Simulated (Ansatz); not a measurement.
Working through a charge-density difference against the sublattices of CuF2, space group I4/mmm

Computed with the Python package of Ansatz (0.2.0).

Typed at the interpreter:
```pycon
>>> import ansatz
>>> import numpy as np
>>> SETTINGS = {
...     "functional": "lda",
...     "filling": "fermi_dirac",
...     "sigma": 0.1,
...     "cutoff": 460,
...     "mesh": (11, 11, 11),
... }
>>> VECTORS = np.array([
...     [-1.866399, 1.866399, 5.966931],
...     [1.866399, -1.866399, 5.966931],
...     [1.866399, 1.866399, -5.966931],
... ])
>>> SITES = [
...     ("Cu", [0.0, 0.0, 0.0]),
...     ("F", [0.5, 0.0, 0.5]),
...     ("F", [0.0, 0.5, 0.5]),
... ]
>>> def crystal_on(cell):
...     crystal = ansatz.Crystal(lattice=ansatz.Lattice.of(cell))
...     for symbol, position in SITES:
...         crystal = crystal.atom(symbol, position)
...     return crystal
...
>>> # one cutoff and one grid for all runs, so that the fields can be subtracted
>>> def solve(crystal):
...     return (
...         crystal.calculation()
...         .functional(SETTINGS["functional"])
...         .occupations(SETTINGS["filling"], width=SETTINGS["sigma"])  # smearing steadies the SCF of a metal
...         .basis(SETTINGS["cutoff"], grid_basis="typed")  # cutoff of the orbital basis
...         .kpoints(*SETTINGS["mesh"])  # the mesh must be finer for metals
...         .density()  # keep the density on its grid
...         .run(threads=1)
...     )
...
>>> whole = solve(crystal_on(VECTORS))
>>> difference = whole.density().channels[0].density_e_per_ang3.copy()
>>> binding = whole.report["free_energy_ev"]
>>> for element in ["Cu", "F"]:
...     part = ansatz.Crystal(lattice=ansatz.Lattice.of(VECTORS))
...     for symbol, position in SITES:
...         if symbol == element:
...             part = part.atom(symbol, position)
...     alone = solve(part)
...     difference -= alone.density().channels[0].density_e_per_ang3
...     binding -= alone.report["free_energy_ev"]
...     print(f"{element} sublattice: {alone.report['n_electrons']:g} electrons, {alone.report['n_iterations']} iterations")
...
Cu sublattice: 19 electrons, 7 iterations
F sublattice: 14 electrons, 7 iterations
>>> voxel = abs(np.linalg.det(VECTORS)) / difference.size
>>> print(f"energy of the crystal less its unpolarised sublattices: {binding / len(SITES):.4f} eV/atom")
energy of the crystal less its unpolarised sublattices: -3.5830 eV/atom
>>> print(f"net charge of the difference {difference.sum() * voxel:.5f} e, charge rearranged {0.5 * np.abs(difference).sum() * voxel:.3f} e")
net charge of the difference -0.00000 e, charge rearranged 0.645 e
>>> print(f"extremes {difference.min():.4f} and {difference.max():.4f} e/A^3")
extremes -0.6954 and 0.8889 e/A^3
>>> for (symbol, position) in SITES:
...     index = tuple(int(round(p * n)) % n for p, n in zip(position, difference.shape))
...     print(f"  change of the pseudo-density at the grid point nearest {symbol}: {difference[index]:+.4f} e/A^3")
...
  change of the pseudo-density at the grid point nearest Cu: -0.6954 e/A^3
  change of the pseudo-density at the grid point nearest F: +0.0875 e/A^3
  change of the pseudo-density at the grid point nearest F: +0.0875 e/A^3
```

What to keep in mind:
- The cell holds an odd number of electrons and is run without spin, so a magnetic state may lie lower.
- Without a Hubbard U or exact exchange, semilocal functionals often make such 3d compounds metallic or too weakly gapped.
- Densities and potentials on the grid are those of the valence electrons, and inside the cores they hang on the potentials used.
- The structure comes from a database of computed cells and needn't be a stable or known phase.
- Charge moved counts every rearrangement, bonding and polarisation too, and is no transfer between atoms; the bare sublattices are artificial references. Values near the nuclei depend on the potentials.
- Wall time of the script: 22 s on 1 thread of Arm Neoverse V2, on a shared host, peak memory 0.55 GiB.
